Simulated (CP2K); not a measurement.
# PM6 run of InH2S2 (SMILES [SH][In][SH])

What is the energy change on altering one bond length of InH2S2 at PM6? 

The calculation is run with CP2K 2026.2.

5 further runs of the same task are left out: 5 set aside as unsound or not needed.

### 1 Starting point

The species is InH2S2 (5 atoms), meant as a doublet with charge 0. SMILES: `[SH][In][SH]`. Geometry: a GFN2-xTB relaxation, a rough one for these elements and not checked as a minimum. This is one conformer, not always the lowest.

Bond lengths: S1–In2 2.571 Å, In2–S3 2.574 Å, S1–H4 1.329 Å, S3–H5 1.329 Å. Angles: S1–In2–S3 110.5°, In2–S1–H4 89.3°, In2–S3–H5 89.2°.

### 2 Energy and gradient at PM6

Input file run.inp:

```
&GLOBAL
    PROJECT run
    RUN_TYPE ENERGY_FORCE
    PRINT_LEVEL MEDIUM
&END

&FORCE_EVAL
    METHOD QUICKSTEP
    &DFT
        MULTIPLICITY 2
        UKS T
        ! Quickstep
        &QS
            METHOD PM6
            EPS_DEFAULT 1.0E-10
            &SE
                &COULOMB
                    CUTOFF [angstrom] 50
                    RC_RANGE [angstrom] 0
                &END
                &EXCHANGE
                    CUTOFF [angstrom] 50
                    RC_RANGE [angstrom] 0
                &END
            &END
        &END
        &POISSON
            PERIODIC NONE
            POISSON_SOLVER ANALYTIC
        &END
        &SCF
            SCF_GUESS ATOMIC
            EPS_SCF 1.0E-07
            MAX_SCF 80
            ADDED_MOS 8
            &DIAGONALIZATION
                ALGORITHM STANDARD
            &END
            &MIXING
                METHOD DIRECT_P_MIXING
                ALPHA 0.4
            &END
        &END
        ! extra output
        &PRINT
            &MOMENTS
                PERIODIC F
                REFERENCE COM
                MAX_MOMENT 1
            &END
            &MO ON
                ENERGIES T
                OCCUPATION_NUMBERS T
                NDIGITS 6
                &EACH
                    QS_SCF 0
                &END
                ADD_LAST NUMERIC
            &END
            &HIRSHFELD OFF
            &END
        &END
    &END
    ! atoms, cell and kinds
    &SUBSYS
        &CELL
            ABC 15.1 14.7 14.1
            PERIODIC NONE
        &END
        &COORD
            S     -1.544060    -1.376250    -0.507640
            In     0.212400    -0.825520     1.287060
            S      1.490840     1.321050     0.669360
            H     -1.585030    -0.089210    -0.838420
            H      1.425850     0.969930    -0.610370
        &END
        &TOPOLOGY
            &CENTER_COORDINATES
            &END
        &END
    &END
    ! extra output
    &PRINT
        &FORCES ON
        &END
    &END
&END
```

Run with:

```console
$ OMP_NUM_THREADS=1 cp2k.psmp -i run.inp -o run.out
```

What it wrote:

```text
CP2K| version string:                                       CP2K version 2026.2
[...]
 GLOBAL| Method name                                                        CP2K
[...]
 GLOBAL| Run type                                                   ENERGY_FORCE
[...]
                             - Atoms:                                          5
[...]
                             - Spherical basis functions:                     24
[...]
 Number of electrons:                                                          9
[...]
     1 P_Mix/Diag. 0.40E+00    0.0     0.60877846       -13.2739308217 -1.33E+01
[...]
    46 DIIS/Diag.  0.12E-06    0.0     0.00000010       -15.8450579136 -1.62E-13
  *** SCF run converged in    46 steps ***
  Core-core repulsion energy [eV]:                            468.39016737149512
  Core Hamiltonian energy [eV]:                              -652.10491197856231
  Two-electron integral energy [eV]:                         -494.90241702091078
  Electronic energy [eV]:                                    -899.55612048901764
  Total energy [eV]:                                         -431.16595311752258
  Atomic reference energy [eV]:                               431.37899319348423
  Heat of formation [kcal/mol]:                                 4.91282125106726
[...]
 SE_DIPOLE| Moment [Debye]         -0.42713068       1.12715625      -1.55792121
 SE_DIPOLE| Derivative [a.u.]       0.00000000       0.00000000       0.00000000
 ENERGY| Total FORCE_EVAL ( QS ) energy [hartree]            -15.845057913643807
 FORCES| Atomic forces [hartree/bohr]
 FORCES|   Atom     x               y               z               |f|
 FORCES|      1  2.26767456E-02 -2.65931704E-03  2.56419715E-02   3.43339112E-02
 FORCES|      2 -5.29038364E-03  1.70701972E-02 -2.51705938E-02   3.08697033E-02
 FORCES|      3 -1.55362869E-02 -2.51747688E-02  1.79730734E-02   3.46146871E-02
 FORCES|      4 -3.15954610E-03  1.04161427E-02 -5.83638681E-03   1.23507963E-02
 FORCES|      5  1.30947105E-03  3.47746024E-04 -1.26080643E-02   1.26806516E-02
 FORCES| Sum     8.32667268E-17  0.00000000E+00 -9.71445147E-17
 FORCES| Total atomic force                                       1.27946882E-16
[...]
```

Wall time 1.2 s (1 thread of Intel Xeon Platinum 8375C at 2.90GHz (Ice Lake), shared host); peak memory 0.18 GiB.

### 3 The distorted shape, same level

Input file calc.inp:

```
&GLOBAL
  PROJECT calc
  RUN_TYPE ENERGY_FORCE
  PRINT_LEVEL MEDIUM
&END GLOBAL

&FORCE_EVAL
  METHOD Quickstep
  &DFT
    CHARGE 0
    MULTIPLICITY 2
    UNRESTRICTED_KOHN_SHAM T
    # Quickstep
    &QS
      METHOD PM6
      EPS_DEFAULT 1.0E-10
      &SE
        &COULOMB
          CUTOFF [angstrom] 50
          RC_RANGE [angstrom] 0
        &END COULOMB
        &EXCHANGE
          CUTOFF [angstrom] 50
          RC_RANGE [angstrom] 0
        &END EXCHANGE
      &END SE
    &END QS
    &POISSON
      PERIODIC NONE
      POISSON_SOLVER ANALYTIC
    &END POISSON
    # self-consistent field
    &SCF
      SCF_GUESS ATOMIC
      EPS_SCF 1.0E-07
      MAX_SCF 80
      ADDED_MOS 8
      &DIAGONALIZATION
        ALGORITHM STANDARD
      &END DIAGONALIZATION
      &MIXING
        METHOD DIRECT_P_MIXING
        ALPHA 0.4
      &END MIXING
    &END SCF
    &PRINT
      &MOMENTS
        PERIODIC F
        REFERENCE COM
        MAX_MOMENT 1
      &END MOMENTS
      &MO ON
        ENERGIES T
        OCCUPATION_NUMBERS T
        NDIGITS 6
        &EACH
          QS_SCF 0
        &END EACH
        ADD_LAST NUMERIC
      &END MO
      &HIRSHFELD OFF
      &END HIRSHFELD
    &END PRINT
  &END DFT
  # atoms, cell and kinds
  &SUBSYS
    # vacuum box
    &CELL
      ABC [angstrom] 15.1 14.7 14.1
      PERIODIC NONE
    &END CELL
    &COORD
      S     -1.537560    -1.341132    -0.379644
      In     0.218900    -0.790402     1.415056
      S      1.497340     1.356168     0.797356
      H     -1.578530    -0.054092    -0.710424
      H      1.425850     0.969930    -0.610370
    &END COORD
    &TOPOLOGY
      &CENTER_COORDINATES
      &END CENTER_COORDINATES
    &END TOPOLOGY
  &END SUBSYS
  # extra output
  &PRINT
    &FORCES ON
    &END FORCES
  &END PRINT
&END FORCE_EVAL
```

Run with:

```console
$ OMP_NUM_THREADS=1 cp2k.psmp calc.inp > calc.out
```

What it wrote:

```text
CP2K| version string:                                       CP2K version 2026.2
[...]
 GLOBAL| Method name                                                        CP2K
[...]
 GLOBAL| Run type                                                   ENERGY_FORCE
[...]
                             - Atoms:                                          5
[...]
                             - Spherical basis functions:                     24
[...]
 Number of electrons:                                                          9
[...]
     1 P_Mix/Diag. 0.40E+00    0.0     0.60833018       -13.3194622972 -1.33E+01
[...]
    38 DIIS/Diag.  0.69E-07    0.0     0.00000010       -15.8402619439 -1.17E-13
  *** SCF run converged in    38 steps ***
  Core-core repulsion energy [eV]:                            464.69087245596802
  Core Hamiltonian energy [eV]:                              -651.56027754333536
  Two-electron integral energy [eV]:                         -488.33208611220510
  Electronic energy [eV]:                                    -895.72632059943794
  Total energy [eV]:                                         -431.03544814346992
  Atomic reference energy [eV]:                               431.37899319348423
  Heat of formation [kcal/mol]:                                 7.92233768595267
[...]
 SE_DIPOLE| Moment [Debye]         -0.43645927       1.16494850      -1.34620386
 SE_DIPOLE| Derivative [a.u.]       0.00000000       0.00000000       0.00000000
 ENERGY| Total FORCE_EVAL ( QS ) energy [hartree]            -15.840261943885622
 FORCES| Atomic forces [hartree/bohr]
 FORCES|   Atom     x               y               z               |f|
 FORCES|      1  2.27047890E-02 -2.61898638E-03  2.54715934E-02   3.42223407E-02
 FORCES|      2 -4.65815100E-03  1.79798591E-02 -2.56203749E-02   3.16445464E-02
 FORCES|      3 -1.84575502E-02 -4.03610409E-02 -3.67304037E-02   5.76091776E-02
 FORCES|      4 -3.21905971E-03  1.04114029E-02 -5.76787322E-03   1.23299642E-02
 FORCES|      5  3.62997188E-03  1.45887653E-02  4.26470585E-02   4.52192477E-02
 FORCES| Sum    -1.94289029E-16 -4.51028104E-17 -1.11022302E-16
 FORCES| Total atomic force                                       2.28272736E-16
[...]
```

It took 1.2 s on 1 thread of Intel Xeon Platinum 8375C at 2.90GHz (Ice Lake), shared host; peak memory 0.19 GiB.

### 4 What came out

Level: PM6.

| quantity | value |
| --- | --- |
| first shape: total energy | -15.84506 Eh |
| first shape: dipole moment | 1.97 D |
| first shape: HOMO energy (highest over α and β) | -9.42 eV |
| first shape: LUMO energy (lowest over α and β) | -2.33 eV |
| first shape: heat of formation at this unrelaxed shape | 4.9 kcal/mol |
| first shape: largest force on an atom | 1.780 eV/Å |
| distorted shape: total energy | -15.84026 Eh |
| distorted shape: dipole moment | 1.83 D |
| distorted shape: HOMO energy (highest over α and β) | -9.42 eV |
| distorted shape: LUMO energy (lowest over α and β) | -2.32 eV |
| distorted shape: heat of formation at this unrelaxed shape | 7.9 kcal/mol |
| distorted shape: largest force on an atom | 2.962 eV/Å |
| energy change with the S3–H5 bond stretched from 1.329 to 1.462 Å | 0.131 eV |

**Reading.** With the S3–H5 bond stretched from 1.329 to 1.462 Å the energy rises by 0.13 eV (12.6 kJ/mol). The first shape isn't relaxed at this level, so the change isn't measured from a minimum. The largest force (first shape) is 1.78 eV/Å: the shape isn't a stationary point for this species at this level.
